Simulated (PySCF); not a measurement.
# [ReN2]-: relaxation and vibrations of the triplet

Aim: relax [ReN2]- as a triplet from a linear start, check by its vibrations whether the end is a minimum, and collect its spectrum and constants.

The runs use PySCF 2.14.0; PBE0, basis Re def2-SVPD with ECP60, N def2-SVPD, scalar-relativistic core potentials, no spin–orbit coupling, density fitting.

### Step 1. Starting geometry

3 atoms, charge -1, spin multiplicity 3.

Bond lengths: Re1–N2 1.790 Å, Re1–N3 1.790 Å. Angles: N2–Re1–N3 180.0°.

Coordinates in bohr (charge -1 multiplicity 3):
```
Re    0.0000    0.0000    0.0000
N     0.0000    0.0000    3.3826
N     0.0000    0.0000   -3.3826
```

### Step 2. The SCF at the typed geometry

The steps below are one call of a driver around PySCF. For each, scf.py gives the equivalent set-up of the SCF; relaxations use the driver's own optimiser. After this first run the driver tries any further starts and a stability analysis.

The input, scf.py:

```python
from pyscf import gto, scf, dft
mol = gto.M(atom='''
Re     0.000000     0.000000     0.000000
N      0.000000     0.000000     1.790000
N      0.000000     0.000000    -1.790000''',
    basis={'Re': 'def2-SVPD', 'N': 'def2-SVPD'},
    ecp={'Re': 'def2-SVPD'},
    charge=-1, spin=2)
mf = dft.UKS(mol, xc='PBE0')
mf.grids.atom_grid = (50, 194)
aux = {'Re': 'def2-universal-JKFIT', 'N': 'def2-universal-JKFIT'}
mf = mf.density_fit(auxbasis=aux)
mf.conv_tol = 1e-08
mf.diis_space = 10
mf.max_cycle = 60
mf.init_guess = 'minao'
mf.verbose = 4
mf.kernel()
```

The run is started by

```bash
$ OMP_NUM_THREADS=2 python axn.py task.json out
```

The log of the run:

```text
init E= -175.060979903603
[... the frontier-level lines of each cycle are left out ...]
cycle= 1 E= -187.032997539298  delta_E=  -12  |g|= 0.76  |ddm|=  5.8
cycle= 2 E= -183.112454761967  delta_E= 3.92  |g|= 2.39  |ddm|= 3.86
cycle= 3 E= -187.318133203333  delta_E= -4.21  |g|= 0.465  |ddm|= 2.83
cycle= 4 E= -187.441548343812  delta_E= -0.123  |g|= 0.0981  |ddm|=  1.2
cycle= 5 E= -187.449767599919  delta_E= -0.00822  |g|= 0.0567  |ddm|= 0.239
cycle= 6 E= -187.452472639127  delta_E= -0.00271  |g|= 0.0252  |ddm|= 0.125
cycle= 7 E= -187.453112221726  delta_E= -0.00064  |g|= 0.00853  |ddm|= 0.0437
cycle= 8 E= -187.453220748324  delta_E= -0.000109  |g|= 0.00223  |ddm|= 0.0243
cycle= 9 E= -187.453226086455  delta_E= -5.34e-06  |g|= 0.00119  |ddm|= 0.0039
cycle= 10 E= -187.453228266659  delta_E= -2.18e-06  |g|= 0.000245  |ddm|= 0.00403
cycle= 11 E= -187.45322831027  delta_E= -4.36e-08  |g|= 1.07e-05  |ddm|= 0.000498
cycle= 12 E= -187.453228310391  delta_E= -1.21e-10  |g|= 1.87e-06  |ddm|= 4.39e-05
Extra cycle  E= -187.453228310362  delta_E= 2.95e-11  |g|= 7.59e-06  |ddm|= 7.76e-06
converged SCF energy = -187.453228310362  <S^2> = 3.1487842  2S+1 = 3.6871584
```

This step, with its further starts and checks, needed 9 s of wall time on 2 threads of Arm Neoverse V2, shared host.

The starts that the driver tried:

| start | energy (Eh) |
| --- | --- |
| the minimal-basis guess | -187.453228 |
| a thermally smeared density | -187.453228 |
| a smeared PBE density | -187.453228 |

No lower solution of this spin turned up from the other starts or in the test of internal stability.

### Step 3. Relaxation: linear start, triplet

The program finds D∞h symmetry in the start, which this walk keeps. Threshold on the gradient: 0.0003 Eh/bohr, with a further test on the energy change.

scf.py: that of step 2 with these lines changed.

```diff
@@ -16 +15,0 @@
-mf.init_guess = 'minao'
```

Energy and gradient, step by step:

| step | energy (Eh) | change (kJ/mol) | largest symmetric gradient (Eh/bohr) |
| --- | --- | --- | --- |
| 0 | -187.453228 | 0.00 | 0.00689 |
| 1 | -187.453314 | -0.22 | 0.00259 |
| 2 | -187.453328 | -0.26 | 0.00006 |

The walk took 4.1 s.

Geometry (Å) and forces (eV/Å) at some steps:

```
step 0
Re   0.000   0.000   0.000   0.000   0.000  -0.002
N    0.000   0.000   1.790   0.000   0.000  -0.353
N    0.000   0.000  -1.790   0.000   0.000   0.355
step 1
Re   0.000   0.000   0.000   0.000   0.000   0.000
N    0.000   0.000   1.779   0.000   0.000   0.133
N    0.000   0.000  -1.779   0.000   0.000  -0.133
step 2
Re   0.000   0.000   0.000   0.000   0.000   0.000
N    0.000   0.000   1.782   0.000   0.000  -0.003
N    0.000   0.000  -1.782   0.000   0.000   0.003
```

After 2 steps and 0.3 kJ/mol it ends at D∞h: Re–N 1.782 Å (×2); N–Re–N 180.0°.

### Step 4. Frequencies

The point is checked on the finer grid, and tightened if its gradient asks for it. The Hessian and the dipole derivatives come from central differences of analytic gradients, with steps of 0.02 bohr.

scf.py: that of step 3 with these lines changed.

```diff
@@ -3,3 +3,3 @@
-Re     0.000000     0.000000     0.000000
-N      0.000000     0.000000     1.790000
-N      0.000000     0.000000    -1.790000''',
+Re    -0.000000    -0.000000     0.000000
+N     -0.000000     0.000000     1.782234
+N      0.000000    -0.000000    -1.782234''',
@@ -10 +10 @@
-mf.grids.atom_grid = (50, 194)
+mf.grids.atom_grid = (75, 302)
@@ -13 +13 @@
-mf.conv_tol = 1e-08
+mf.conv_tol = 1e-10
```

This SCF starts from the last density.

SCF at the final geometry:

```text
init E= -187.45334739461
[... the frontier-level lines of each cycle are left out ...]
cycle= 1 E= -187.45334739439  delta_E= 2.2e-10  |g|= 2.35e-05  |ddm|= 2.78e-05
cycle= 2 E= -187.453347392679  delta_E= 1.71e-09  |g|= 6.44e-05  |ddm|= 7.44e-05
cycle= 3 E= -187.453347394619  delta_E= -1.94e-09  |g|= 8.32e-06  |ddm|= 5.58e-05
cycle= 4 E= -187.45334739465  delta_E= -3.08e-11  |g|= 3.41e-07  |ddm|= 6.72e-06
Extra cycle  E= -187.45334739465  delta_E= 1.14e-13  |g|= 3.89e-07  |ddm|= 9.95e-07
converged SCF energy = -187.45334739465  <S^2> = 3.1433362  2S+1 = 3.6842021
```

The whole step took 17 s.

Geometry: D∞h; Re–N 1.782 Å (×2); N–Re–N 180.0°.

Modes, for the most abundant isotopes:

| symmetry | ω (cm⁻¹) | IR (km/mol) | type |
| --- | --- | --- | --- |
| πu | 262i | 25.4 | bend |
| σu+ | 546 | 28.9 | stretch |
| σg+ | 956 | 0.0 | stretch |

2 modes are imaginary, the largest at 262i cm⁻¹: a saddle point, not a minimum.

Constants and moments:

```
Dipole moment about the centre of mass                          : 0.00 D
Highest occupied level                                          : -1.01 eV
Lowest empty level                                              : 1.82 eV
Rotational constants                                            : 0.1895 cm⁻¹
Zero-point energy (real modes)                                  : 9.0 kJ/mol
Principal polarisabilities                                      : 57.1, 57.1, 109.2 bohr³
Principal traceless quadrupole moments about the centre of mass : -17.56, 8.78, 8.78 D Å
Spin squared ⟨S²⟩                                               : 3.143
```

Populations by atom (charges in e):

```json
{"atom": "Re1", "Mulliken": "-0.10", "Löwdin": "-0.11", "polar tensor": "-0.21", "spin (Mulliken)": "3.81", "Mayer order to Re1": "–"}
{"atom": "N2,3", "Mulliken": "-0.45", "Löwdin": "-0.45", "polar tensor": "-0.39", "spin (Mulliken)": "-0.91", "Mayer order to Re1": "2.09"}
```

Outer orbital energies (eV). α occupied: -4.49, -4.49, -3.85, -2.98, -2.98, -1.62, -1.01, -1.01; empty: 2.41, 4.80, 4.80, 5.22. β occupied: -16.02, -13.56, -5.17, -4.12, -4.12, -1.78, -1.78, -1.64; empty: 1.82, 2.82, 2.82, 5.24.

Mulliken populations on Re1 (outside its core potential): s 2.99, p 6.83, d 5.19, f 0.09.

### Step 5. Downhill along the imaginary mode

The atoms are moved a little along the softest imaginary mode and relaxed again.

The program finds C2v symmetry in the start, which this walk keeps.

scf.py: that of step 4 with these lines changed.

```diff
@@ -3,3 +3,3 @@
-Re    -0.000000    -0.000000     0.000000
-N     -0.000000     0.000000     1.782234
-N      0.000000    -0.000000    -1.782234''',
+Re     0.000000    -0.017976     0.000000
+N      0.000000     0.120000     1.782234
+N      0.000000     0.120000    -1.782234''',
@@ -10 +10 @@
-mf.grids.atom_grid = (75, 302)
+mf.grids.atom_grid = (50, 194)
@@ -13 +13 @@
-mf.conv_tol = 1e-10
+mf.conv_tol = 1e-08
```

Steps of the walk:

| step | energy (Eh) | change (kJ/mol) | largest symmetric gradient (Eh/bohr) |
| --- | --- | --- | --- |
| 0 | -187.455360 | 0.00 | 0.01416 |
| 1 | -187.458541 | -8.35 | 0.02233 |
| 2 | -187.464299 | -23.47 | 0.02261 |
| 3 | -187.471574 | -42.57 | 0.02116 |
| 4 | -187.479680 | -63.85 | 0.05183 |
| 5 | -187.485680 | -79.61 | 0.00662 |
| 6 | -187.486467 | -81.67 | 0.00194 |
| 7 | -187.486535 | -81.85 | 0.00061 |
| 8 | -187.486535 | -81.85 | 0.00011 |

The walk took 15 s.

It settles in C2v symmetry, 81.9 kJ/mol below the start, after 8 steps: Re–N 1.741 Å (×2); N–Re–N 122.1°.

### Step 6. Hessian and properties

As before: finer grid, then central differences.

scf.py: that of step 5 with these lines changed.

```diff
@@ -3,3 +3,3 @@
-Re     0.000000    -0.017976     0.000000
-N      0.000000     0.120000     1.782234
-N      0.000000     0.120000    -1.782234''',
+Re     0.000000    -0.110847     0.000000
+N      0.000000     0.733633     1.523002
+N      0.000000     0.733633    -1.523002''',
@@ -10 +10 @@
-mf.grids.atom_grid = (50, 194)
+mf.grids.atom_grid = (75, 302)
@@ -13 +13 @@
-mf.conv_tol = 1e-08
+mf.conv_tol = 1e-10
```

SCF at the final geometry:

```text
init E= -187.486548394766
[... the frontier-level lines of each cycle are left out ...]
cycle= 1 E= -187.48654839475  delta_E= 1.55e-11  |g|= 4.66e-06  |ddm|= 7.19e-06
Extra cycle  E= -187.486548394592  delta_E= 1.58e-10  |g|= 1.88e-05  |ddm|= 1.85e-05
converged SCF energy = -187.486548394592  <S^2> = 3.090829  2S+1 = 3.6555869
```

The whole step needed 27 s of wall time on 2 threads of Arm Neoverse V2, shared host.

Geometry: C2v; Re–N 1.741 Å (×2); N–Re–N 122.0°.

Harmonic modes (main isotopes):

```
symmetry  ω (cm⁻¹)  IR (km/mol)  μ (u)     type
      a1       242          0.1  15.31     bend
      b2       788          249  15.47  stretch
      a1       994         62.8  14.51  stretch
```

Every mode is real; the point is a minimum.

Properties at this point:

| Quantity | Value |
| --- | --- |
| Dipole moment about the centre of mass | 1.10 D |
| Highest occupied level | 0.06 eV |
| Lowest empty level | 1.51 eV |
| Rotational constants | 0.9705, 0.2595, 0.2048 cm⁻¹ |
| Zero-point energy | 12.1 kJ/mol |
| Principal polarisabilities | 55.5, 63.2, 80.6 bohr³ |
| Principal traceless quadrupole moments about the centre of mass | -9.43, 1.77, 7.65 D Å |
| Entropy at 298.15 K and 1 bar (electronic part: spin only) | 284.1 J/(mol K) |
| Heat capacity Cp at 298.15 K | 45.1 J/(mol K) |
| Enthalpy at 298.15 K above 0 K | 11.54 kJ/mol |
| Rotational symmetry number | 2 |
| Spin squared ⟨S²⟩ | 3.091 |

Charges (e) and bond orders:

| atom | Mulliken | Löwdin | polar tensor | spin (Mulliken) | Mayer order to Re1 |
| --- | --- | --- | --- | --- | --- |
| Re1 | -0.15 | -0.28 | 0.22 | 3.39 | – |
| N2,3 | -0.42 | -0.36 | -0.61 | -0.70 | 2.29 |

Outer orbital energies (eV). α occupied: -4.64, -4.59, -4.39, -3.65, -3.56, -2.11, -0.48, 0.06; empty: 1.51, 4.48, 4.87, 4.95. β occupied: -15.77, -14.77, -5.60, -4.46, -4.26, -3.00, -2.95, -2.68; empty: 2.09, 3.27, 3.46, 5.01.

Mulliken populations on Re1 (outside its core potential): s 2.91, p 6.92, d 5.24, f 0.08.

### Step 7. All stationary points

| spin | group | bonds | imaginary modes (cm⁻¹) | ΔE (kJ/mol) | with zero-point energy |
| --- | --- | --- | --- | --- | --- |
| broken-symmetry (Ms = 1) | C2v | Re–N 1.741 Å (×2) | none | 0.0 | 0.0 |
| broken-symmetry (Ms = 1) | D∞h | Re–N 1.782 Å (×2) | 262i, 262i | 87.2 | – |

### Step 8. Real-space pictures of the lowest minimum

The plane holds Re1 at (0.00, 0.00), N2 at (1.74, 0.00), N3 at (-0.92, 1.48) Å. Columns run from x = -2.85 to 4.05 Å, rows from y = 3.75 (top) to -1.95 Å, in steps of 0.3 Å. Electrons inside core potentials are absent.

Density (cut at 5 e/Å³):

Ten steps from '0' (0.000 e/Å³) to '9' (5.000 e/Å³), finer at the low end (step k begins (100^(k/10) - 1)/99 of the way up):
```
000000000000000000000000
000000000000000000000000
000000000000000000000000
000011111000000000000000
000122332110000000000000
001235554311000000000000
001357876421100000000000
001368998632111000000000
001368998643222111000000
001357888654333332100000
001245677886555654310000
000124579999767876421000
000123589339879998531000
000112489339878998531000
000012469999767886421000
000012357886545654310000
000011234544333332210000
000011223332222211100000
000001112211111100000000
000000111111000000000000
```

ELF (0 where the density is under 0.005 e/Å³):

Ten even steps from '0' (0.00) to '9' (0.93):
```
000000000000000000000000
000000110000000000000000
000344432100000000000000
004666654210000000000000
036778876431000000000000
046899998642100000000000
257899988753110000000000
247998107863212221100000
146897418842223443321000
135788678522236666542000
023567764464258888764300
012333337888368779976400
012221268008477519987530
022211278008466519987630
033322258898358789987500
055554345675247899876400
067776654331125777765200
067888876421123455542000
007899987643222232210000
006899998764321110000000
```

Lowest empty orbital at 1.51 eV (sign arbitrary; one member if degenerate):

Ten even steps from '0' (-0.92 Å^-3/2) to '9' (0.89 Å^-3/2):
```
555544444445555555555555
554444444444555555555555
544444444444455555555555
544444444444455555555555
544444333444445555555555
554443323344455555555555
555443112344455555555555
555554202344455555555555
555567964444555555555555
555567975544555666555555
555567765545556676655555
555566654445555787655555
555555543555444697655555
555555543556431056655555
555555544565431134555555
555555545555433334455555
555555555554443344455555
555555555544444444455555
555555554444444444455555
555555554444444444455555
```

Making the fields took 1.1 s.

### Step 9. Summary of results

```
                                          quantity                             value
                                           minimum     broken-symmetry (Ms = 1), C2v
                                          geometry  Re–N 1.741 Å (×2); N–Re–N 122.0°
                                wavenumbers (cm⁻¹)      242 (a1), 788 (b2), 994 (a1)
                    dipole moment (centre of mass)                            1.10 D
highest occupied, lowest empty level (either spin)                     0.06, 1.51 eV
                        polar-tensor charge of Re1                           +0.22 e
                                 zero-point energy                       12.1 kJ/mol
                               entropy at 298.15 K                   284.1 J/(mol K)
                                              ⟨S²⟩                             3.091
```

From D∞h at the start the molecule goes to a C2v minimum, after a stop at a second-order saddle point 87.2 kJ/mol higher, from which it was pushed off along an imaginary mode. The determinant is spin-contaminated (⟨S²⟩ = 3.09 against 2.00), so it is no pure spin state. In the infrared the band at 788 cm⁻¹ (b2, stretch) leads. Other starts or spin states, not run here, may lie lower. A highest occupied level above zero is common for anions with such functionals; it warns that the extra electron is poorly described. One determinant may miss the lowest occupation of an open d or f shell. With an element this heavy the missing spin–orbit coupling can shift these numbers.

The search up to here took 72 s.
